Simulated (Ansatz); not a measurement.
# Pd: the cost of one run

Computed with Ansatz 0.2.0 (DFT PBEsol, scalar-relativistic, plane waves, PAW, unless a step's input says otherwise).

## (1) The system as given

Symmetry: Fm-3m, No. 225, cubic system. Conventional cell: a = 3.890 Å, b = 3.890 Å, c = 3.890 Å, α = 90.00°, β = 90.00°, γ = 90.00°. Pd (site symmetry m-3m) is surrounded by 12 Pd at 2.75 Å.

Structure file:

```xyz
1
Lattice="0.0000 1.9450 1.9450 1.9450 0.0000 1.9450 1.9450 1.9450 0.0000" Properties=species:S:1:pos:R:3 pbc="T T T"
Pd    0.0000    0.0000    0.0000
```

## (2) Relaxing cell and atoms: Pd, no spin

File input.yaml:

```yaml
crystal:
  lattice:
    - [0.0, 1.945, 1.945]
    - [1.945, 0.0, 1.945]
    - [1.945, 1.945, 0.0]
  atoms:
    - { symbol: Pd, position: [0.0, 0.0, 0.0] }
scf:
  occupations: { method: gaussian, width: 0.1 }
output:
  forces: true
  stress: true
  eigenvalues: true
  write_density: true
  write_potential: true
  elf: true
  volumetric_format: npy
kpoints:
  mp_grid: { grid: [56, 56, 56] }
hamiltonian:
  xc: pbesol
relax:
  f_tol: 0.003
  max_steps: 60
  cell: { stress_tol: 0.02 }
```

Started as:

```sh
$ ansatz run input.yaml --threads 8 --pin off --max-ram 24576MiB --backend cpu --events-out ev --progress --plain --runs-dir out
```

**Question.** How long does this run take on 8 threads of Arm Neoverse V2, shared host, and how much memory does it need?

About 28 s, with a peak of 1.2 GiB.
